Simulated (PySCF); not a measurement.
# GaBr+: from the state search to spectroscopic constants

An exercise on one series of results from a longer session: the logs are not shown, and one member is left open.

Program: PySCF 2.14.0. Level of theory: Ga cc-pVDZ-PP with ECP10, Br cc-pVDZ-PP with ECP10, scalar-relativistic core potentials. These are calculated values, not measurements.

The first run:

The job is set up so:

```json
{
  "atoms": "Ga, Br",
  "charge": "1",
  "basis": "Ga cc-pVDZ-PP with ECP10, Br cc-pVDZ-PP with ECP10",
  "Hamiltonian": "scalar-relativistic core potentials",
  "basis functions": "46",
  "electrons treated": "45",
  "masses in u": "68.9256, 78.9183",
  "levels": "PBE0, PBE, r²SCAN, BP86, M06-L, B3LYP, HSE06, HF, MP2, SCS-MP2, CCSD, CCSD(T)",
  "grid": "80 radial by 434 angular points",
  "occupations": "held fixed by the projection of orbital angular momentum",
  "dissociation limit": "Ga+ + Br, each in its ground configuration",
  "starting distance in angstrom": "2.420",
  "values of 2S to try": "1, 3"
}
```

On the command line:

```bash
$ OMP_NUM_THREADS=1 python dia.py task.json out
```

Among the steps run: Input; First curve: PBE0; Higher solutions at PBE0; PBE; r²SCAN (meta-GGA); BP86 (GGA); M06-L (meta-GGA); B3LYP (global hybrid GGA); HSE06 (range-separated hybrid); UHF (mean field); Correlated methods on the Hartree–Fock reference.

One of the session's tables, all rows but one given; the rest of the session is left out.

Energy (eV) from each level's lowest point:

| R (Å) | UHF | UHF-MP2 | UHF-SCS-MP2 | UHF-CCSD | UHF-CCSD(T) |
| --- | --- | --- | --- | --- | --- |
| 1.973 | 0.810 | 0.784 | 0.820 | n/a | n/a |
| 2.065 | 0.314 | 0.287 | 0.312 | 0.366 | 0.366 |
| 2.156 | 0.075 | 0.054 | 0.066 | 0.104 | 0.101 |
| 2.225 | 0.007 | 0.000 | 0.000 | 0.020 | 0.018 |
| 2.294 | 0.000 | 0.019 | 0.004 | 0.000 | 0.000 |
| 2.363 | 0.026 | 0.087 | 0.055 | 0.020 | 0.025 |
| 2.455 | 0.078 | 0.214 | 0.155 | 0.080 | 0.094 |
| 2.569 | ? | ? | ? | ? | ? |
| 2.707 | 0.168 | 0.496 | 0.366 | 0.259 | 0.304 |
| 2.890 | 0.174 | 0.584 | 0.420 | n/a | n/a |

Q: Estimate the row for R (Å) = 2.569 from the others.

Worked estimate for «UHF». A straight line through the neighbours (2.455, 0.078) and (2.707, 0.168) gives 0.078 + (0.168 − 0.078) × (2.569 − 2.455) / (2.707 − 2.455) = 0.119; a parabola fitted to 4 rows on both sides gives 0.130.

As computed: UHF: 0.134; UHF-MP2: 0.368; UHF-SCS-MP2: 0.274; UHF-CCSD: 0.169; UHF-CCSD(T): 0.197. In «UHF» the line misses by -0.015 and the parabola by -0.004.
